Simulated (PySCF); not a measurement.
# F4Fe ([FeF4]-): the cost of one run

Programs: PySCF 2.14.0, with routines of our own; each step states its level. All values are computed. Atoms count from 0.

### Step 1. The system as given

5 atoms, charge -1, states of the metal's open shell are computed; geometry from: model start, shaken.

### Step 2. Optimising the geometry at PBE0-D3(BJ)/def2-TZVP

Job settings and geometry (Å):

```
{"job": {"xc": "PBE0", "basis": "def2-TZVP", "d3": "d3bj", "grid": 1, "maxiter": 45, "kind": "geom"}, "charge": -1, "metal": "Fe", "open_shell": "d5"}
Fe     0.000020     0.004480    -0.004110
F      1.040310     1.046840     1.038790
F     -1.052760    -1.033560     1.046280
F     -1.062970     1.061010    -1.048310
F      1.055250    -1.067620    -1.054100
```

On the command line:

```sh
$ OMP_NUM_THREADS=1 python lf_run.py task.json out
```

One launch serves the whole session: the jobs run in the order shown.

Q: Estimate the wall time and peak memory of this first job on 1 thread of Arm Neoverse N1, shared host.

About 69 s, with a peak of 0.65 GiB.
